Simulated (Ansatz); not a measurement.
# Cu+ with H₂S: superposition error and deformation, part 2 of 2

Ansatz 0.2.0, Gaussian basis. Earlier steps stand in the parts before.

**11. B3LYP-D4/def2-TZVPPD**

File free-b/in.yaml:

```yaml
crystal:
  periodic: [false, false, false]
  atoms:
    - {symbol: S, position_ang: [0.298824, -0.478060, 0.312524]}
    - {symbol: H, position_ang: [1.086829, 0.598015, 0.169888]}
    - {symbol: H, position_ang: [-0.554661, 0.184755, 1.107180]}
basis:
  gaussian: {orbitals: "def2-TZVPPD.json"}
hamiltonian: {xc: {name: B3LYP}, dispersion: d4}
```

Command:

```bash
$ ansatz run in.yaml --threads 2 --pin off --events-out ev --progress --plain --max-ram 5222MiB
```

What it wrote:

```text
Functional definition: B3LYP
  name "B3LYP"
  cite "Stephens, Devlin, Chabalowski & Frisch, J. Phys. Chem. 98, 11623 (1994) doi:10.1021/j100096a001"
  cite "Becke, Phys. Rev. A 38, 3098 (1988) doi:10.1103/PhysRevA.38.3098"
  cite "Lee, Yang & Parr, Phys. Rev. B 37, 785 (1988) doi:10.1103/PhysRevB.37.785"
  cite "Vosko, Wilk & Nusair, Can. J. Phys. 58, 1200 (1980) doi:10.1139/p80-159"
  parameter a0 = 0.2
  parameter ax = 0.72
  parameter ac = 0.81
  exchange = (1 - a0 - ax)*slater_x + ax*b88_x + a0*exact_x
  correlation = (1 - ac)*vwn_rpa_c + ac*lyp_c
462 factors; their error is unknown
mean field evaluation 1: about -10868.4299 eV, gradient 1.4e1 eV
mean field evaluation 2: about -10868.5321 eV, gradient 1.4e1 eV
mean field evaluation 4: about -10868.9702 eV, gradient 4.5e-1 eV
mean field evaluation 8: about -10868.9895 eV, gradient 1.9e-3 eV
mean field -10868.98950977 eV, -399.4279972185 hartree, gradient 7.5e-6 eV, S^2 0.000000; 0 other end points of the search recorded, 0 dependent functions left out
reference -10868.98972454 eV, -399.4280051109 hartree; 9, 9 occupied and 76, 76 virtual orbitals, 462 factors
Total energy: -10869.01415976 eV, -399.4289030887 hartree
```

Wall time 0.4 s (2 threads of Arm Neoverse V2, shared host).

**12. wB97X-V/def2-TZVPPD**

Edit free-b/in.yaml of step 11 so:

```diff
@@ -8,2 +8,2 @@
   gaussian: {orbitals: "def2-TZVPPD.json"}
-hamiltonian: {xc: {name: B3LYP}, dispersion: d4}
+hamiltonian: {xc: {name: wB97X-V}}
```

Command:

```bash
$ ansatz run in.yaml --threads 2 --pin off --events-out ev --progress --plain --max-ram 5222MiB
```

What it wrote (excerpt; [...] marks lines left out):

```text
[... 5 set-up lines as earlier in the session ...]
[...]
      + integral(e_c_pw_opposite_spin*poly(b97_u_opposite, cos0, cos1)) + vv10(b, c)
457 factors; their error is unknown
112 factors; integrals over basis functions are off by at most 4.6e-5 eV
[...]
mean field -10866.69281237 eV, -399.3435951456 hartree, gradient 1.5e-5 eV, S^2 0.000000; 0 other end points of the search recorded, 0 dependent functions left out
reference -10866.69281015 eV, -399.3435950642 hartree; 9, 9 occupied and 76, 76 virtual orbitals, 457 factors
Total energy: -10866.69281015 eV, -399.3435950642 hartree
```

Run time: 1.1 s. Hardware: 2 threads of Arm Neoverse V2, shared host.

**13. wB97M-V/def2-TZVPPD**

Edit free-b/in.yaml of step 12 so:

```diff
@@ -8,2 +8,2 @@
   gaussian: {orbitals: "def2-TZVPPD.json"}
-hamiltonian: {xc: {name: wB97X-V}}
+hamiltonian: {xc: {name: wB97M-V}}
```

Command:

```bash
$ ansatz run in.yaml --threads 2 --pin off --events-out ev --progress --plain --max-ram 5222MiB
```

What it wrote (excerpt; [...] marks lines left out):

```text
[... 5 set-up lines as earlier in the session ...]
  # Of w^i u^j: cxij and so on, Table III.
[...]
  gx(w, u) = 1 - cx + cx01*u + cx10*w
  gss(w, u) = css00 + css04*u^4 + css10*w + css20*w^2 + css43*w^4*u^3
  gos(w, u) = cos00 + cos10*w + (cos20 + cos21*u)*w^2 + (cos60 + cos61*u)*w^6
[...]
      + integral(e_c_pw_mod_opposite_spin*gos(b97_w_opposite, b97_u_opposite)) + vv10(b, c)
436 factors; their error is unknown
112 factors; integrals over basis functions are off by at most 4.6e-5 eV
[...]
mean field -10867.54433123 eV, -399.3748878865 hartree, gradient 1.6e-5 eV, S^2 0.000000; 0 other end points of the search recorded, 0 dependent functions left out
reference -10867.54439030 eV, -399.3748900574 hartree; 9, 9 occupied and 76, 76 virtual orbitals, 436 factors
Total energy: -10867.54439030 eV, -399.3748900574 hartree
```

Wall time 1.2 s (2 threads of Arm Neoverse V2, shared host).

**14. B2PLYP/def2-TZVPPD**

Edit free-b/in.yaml of step 13 so:

```diff
@@ -8,2 +8,2 @@
   gaussian: {orbitals: "def2-TZVPPD.json"}
-hamiltonian: {xc: {name: wB97M-V}}
+hamiltonian: {xc: {name: B2PLYP}}
```

Command:

```bash
$ ansatz run in.yaml --threads 2 --pin off --events-out ev --progress --plain --max-ram 5222MiB
```

What it wrote (excerpt; [...] marks lines left out):

```text
[... 5 set-up lines as earlier in the session ...]
[...]
471 factors; integrals over basis functions are off by at most 7.7e-4 eV
[...]
mean field -10863.12945197 eV, -399.2126440664 hartree, gradient 2.3e-6 eV, S^2 0.000000; 0 other end points of the search recorded, 0 dependent functions left out
5 core orbitals not correlated: weight in the atoms' cores, before any rotation towards them, 1.000 or more for the frozen orbitals, at most 0.000 for the correlated occupied ones
reference -10863.12958311 eV, -399.2126488857 hartree; 4, 4 occupied and 76, 76 virtual orbitals, 471 factors
second order -6.41017749 eV of doubles, -0.00000000 eV of singles
Total energy: -10864.86033103 eV, -399.2762526987 hartree
```

Run time: 0.55 s. Hardware: 2 threads of Arm Neoverse V2, shared host.

**15. BLYP-D4/def2-TZVPPD**

Edit free-b/in.yaml of step 14 so:

```diff
@@ -8,2 +8,2 @@
   gaussian: {orbitals: "def2-TZVPPD.json"}
-hamiltonian: {xc: {name: B2PLYP}}
+hamiltonian: {xc: {name: BLYP}, dispersion: d4}
```

Command:

```bash
$ ansatz run in.yaml --threads 2 --pin off --events-out ev --progress --plain --max-ram 5222MiB
```

What it wrote (excerpt; [...] marks lines left out):

```text
Functional definition: BLYP
  name "BLYP"
[... 2 set-up lines as earlier in the session ...]
  parameter beta = 0.0042
  parameter a = 0.04918
  parameter b = 0.132
  parameter c = 0.2533
  parameter d = 0.349
  exchange = b88_x(beta = beta)
  correlation = lyp_c(a = a, b = b, c = c, d = d)
436 factors; their error is unknown
mean field evaluation 1: about -10867.3636 eV, gradient 1.8e1 eV
mean field evaluation 2: about -10867.1544 eV, gradient 2.2e1 eV
mean field evaluation 4: about -10868.2617 eV, gradient 1.0e0 eV
mean field evaluation 8: about -10868.2526 eV, gradient 1.8e-3 eV
mean field -10868.25263988 eV, -399.4009177493 hartree, gradient 2.5e-5 eV, S^2 0.000000; 0 other end points of the search recorded, 0 dependent functions left out
reference -10868.25292865 eV, -399.4009283616 hartree; 9, 9 occupied and 76, 76 virtual orbitals, 436 factors
Total energy: -10868.28862076 eV, -399.4022400224 hartree
```

Run time: 0.4 s. Hardware: 2 threads of Arm Neoverse V2, shared host.

**16. revPBE-D4/def2-TZVPPD**

Edit free-b/in.yaml of step 15 so:

```diff
@@ -8,2 +8,2 @@
   gaussian: {orbitals: "def2-TZVPPD.json"}
-hamiltonian: {xc: {name: BLYP}, dispersion: d4}
+hamiltonian: {xc: {name: revPBE}, dispersion: d4}
```

Command:

```bash
$ ansatz run in.yaml --threads 2 --pin off --events-out ev --progress --plain --max-ram 5222MiB
```

What it wrote (excerpt; [...] marks lines left out):

```text
Functional definition: revPBE
  name "revPBE"
  cite "Zhang & Yang, Phys. Rev. Lett. 80, 890 (1998) doi:10.1103/PhysRevLett.80.890"
[... 1 set-up line as earlier in the session ...]
  parameter kappa = 1.245
[... 3 set-up lines as earlier in the session ...]
436 factors; their error is unknown
mean field evaluation 1: about -10865.7126 eV, gradient 1.6e1 eV
mean field evaluation 2: about -10865.6777 eV, gradient 1.8e1 eV
mean field evaluation 4: about -10866.4708 eV, gradient 9.1e-1 eV
mean field evaluation 8: about -10866.4610 eV, gradient 1.6e-3 eV
mean field -10866.46103158 eV, -399.3350773587 hartree, gradient 3.7e-5 eV, S^2 0.000000; 0 other end points of the search recorded, 0 dependent functions left out
reference -10866.46109456 eV, -399.3350796731 hartree; 9, 9 occupied and 76, 76 virtual orbitals, 436 factors
Total energy: -10866.52137535 eV, -399.3372949514 hartree
```

It took 0.3 s on 2 threads of Arm Neoverse V2, shared host.

**17. B97M-V/def2-TZVPPD**

Edit free-b/in.yaml of step 16 so:

```diff
@@ -8,2 +8,2 @@
   gaussian: {orbitals: "def2-TZVPPD.json"}
-hamiltonian: {xc: {name: revPBE}, dispersion: d4}
+hamiltonian: {xc: {name: B97M-V}}
```

Command:

```bash
$ ansatz run in.yaml --threads 2 --pin off --events-out ev --progress --plain --max-ram 5222MiB
```

What it wrote (excerpt; [...] marks lines left out):

```text
[... 5 set-up lines as earlier in the session ...]
  # Of w^i u^j: cxij and so on, Table III.
[...]
  gx(w, u) = cx00 + cx01*u + cx02*u^2 + (cx10 + cx11*u)*w
  gss(w, u) = css00 + css02*u^2 + css10*w + (css32*w^3 + css42*w^4)*u^2
  gos(w, u) = cos00 + cos01*u + cos03*u^3 + cos10*w + cos32*w^3*u^2
[...]
      + integral(e_c_pw_mod_opposite_spin*gos(b97_w_opposite, b97_u_opposite)) + vv10(b, c)
436 factors; their error is unknown
[...]
mean field -10865.58997781 eV, -399.3030667231 hartree, gradient 3.1e-5 eV, S^2 0.000000; 0 other end points of the search recorded, 0 dependent functions left out
reference -10865.59004901 eV, -399.3030693397 hartree; 9, 9 occupied and 76, 76 virtual orbitals, 436 factors
Total energy: -10865.59004901 eV, -399.3030693397 hartree
```

Wall time 1.2 s (2 threads of Arm Neoverse V2, shared host).

**18. HSE06-D4/def2-TZVPPD**

Edit free-b/in.yaml of step 17 so:

```diff
@@ -8,2 +8,2 @@
   gaussian: {orbitals: "def2-TZVPPD.json"}
-hamiltonian: {xc: {name: B97M-V}}
+hamiltonian: {xc: hse06, dispersion: d4}
```

Command:

```bash
$ ansatz run in.yaml --threads 2 --pin off --events-out ev --progress --plain --max-ram 5222MiB
```

What it wrote (excerpt; [...] marks lines left out):

```text
Functional definition: HSE06
  name "HSE06"
  cite "Heyd, Scuseria & Ernzerhof, J. Chem. Phys. 118, 8207 (2003) doi:10.1063/1.1564060"
  cite "Krukau, Vydrov, Izmaylov & Scuseria, J. Chem. Phys. 125, 224106 (2006) doi:10.1063/1.2404663"
  cite "Heyd & Scuseria, J. Chem. Phys. 120, 7274 (2004) doi:10.1063/1.1668634"
  cite "Ernzerhof & Perdew, J. Chem. Phys. 109, 3313 (1998) doi:10.1063/1.476928"
[... 2 set-up lines as earlier in the session ...]
[...]
  # The whole range is PBE's own exchange, as in plane waves. The composition of these papers is wPBEh.
[...]
474 factors; their error is unknown
41 factors; integrals over basis functions are off by at most 9.6e-5 eV
[...]
mean field -10864.30226414 eV, -399.2557441186 hartree, gradient 7.2e-6 eV, S^2 0.000000; 0 other end points of the search recorded, 0 dependent functions left out
reference -10864.30231052 eV, -399.2557458232 hartree; 9, 9 occupied and 76, 76 virtual orbitals, 474 factors
Total energy: -10864.31343232 eV, -399.2561545415 hartree
```

It took 0.45 s on 2 threads of Arm Neoverse V2, shared host.

**19. CCSD(T)/def2-TZVPPD**

Edit free-b/in.yaml of step 18 so:

```diff
@@ -8,2 +8,2 @@
   gaussian: {orbitals: "def2-TZVPPD.json"}
-hamiltonian: {xc: hse06, dispersion: d4}
+correlation: {method: ccsd_t}
```

Command:

```bash
$ ansatz run in.yaml --threads 2 --pin off --events-out ev --progress --plain --max-ram 5222MiB
```

What it wrote (excerpt; [...] marks lines left out):

```text
[... 4 set-up lines as earlier in the session ...]
[...]
471 factors; integrals over basis functions are off by at most 7.7e-4 eV
[...]
mean field -10849.41077928 eV, -398.7084921440 hartree, gradient 4.3e-6 eV, S^2 0.000000; 0 other end points of the search recorded, 0 dependent functions left out
5 core orbitals not correlated: weight in the atoms' cores, before any rotation towards them, 1.000 or more for the frozen orbitals, at most 0.000 for the correlated occupied ones
reference -10849.41077928 eV, -398.7084921440 hartree; 4, 4 occupied and 76, 76 virtual orbitals, 471 factors
second order -5.23512447 eV of doubles, -0.00000000 eV of singles
cycle   1  -5.71315493 eV  change   -4.8e-1 eV  update   4.9e-2
[...]
cycle   8  -5.89245880 eV  change    4.0e-6 eV  update   7.4e-6
perturbative correction -0.22659424 eV, -0.0083271848 hartree
Total energy: -10855.52983233 eV, -398.9333631956 hartree
```

It took 0.5 s on 2 threads of Arm Neoverse V2, shared host.

**20. The split**

```
      method  interaction with counterpoise (meV)  without  superposition error  deformation  binding energy
      PBE-D4                                -2398    -2415                   17           -1           -2399
   revPBE-D4                                -2226    -2242                   16           -1           -2227
     BLYP-D4                                -2325    -2343                   18           -1           -2326
   r2SCAN-D4                                -2343    -2357                   14            3           -2340
      B97M-V                                -2236    -2247                   12            5           -2231
     PBE0-D4                                -2068    -2084                   16            3           -2065
    B3LYP-D4                                -2088    -2105                   17            2           -2086
    HSE06-D4                                -2063    -2079                   16            3           -2060
     wB97X-V                                -1937    -1953                   16            4           -1933
     wB97M-V                                -1923    -1939                   16            5           -1918
      B2PLYP                                -1931    -1963                   32            5           -1926
Hartree-Fock                                -1064    -1078                   14            7           -1057
         MP2                                -1779    -1841                   62            7           -1771
        CCSD                                -1554    -1611                   57            5           -1549
     CCSD(T)                                -1653    -1720                   67            5           -1648
```

**21. Summary of results**

This closing draws on all 2 parts.

| quantity | value |
| --- | --- |
| interaction, CCSD(T) | -1653 meV |
| superposition error | 67 meV |
| deformation | 5 meV |
| binding energy | -1648 meV |

In words: In this basis the superposition error is 67 meV for CCSD(T) and 16 meV on average for the plain functionals: correlated methods borrow far more, since they need many more functions to converge. Deformation takes back 0 % of the interaction. The free shapes are PBE0-D4 minima, so other methods can show a small negative deformation energy.
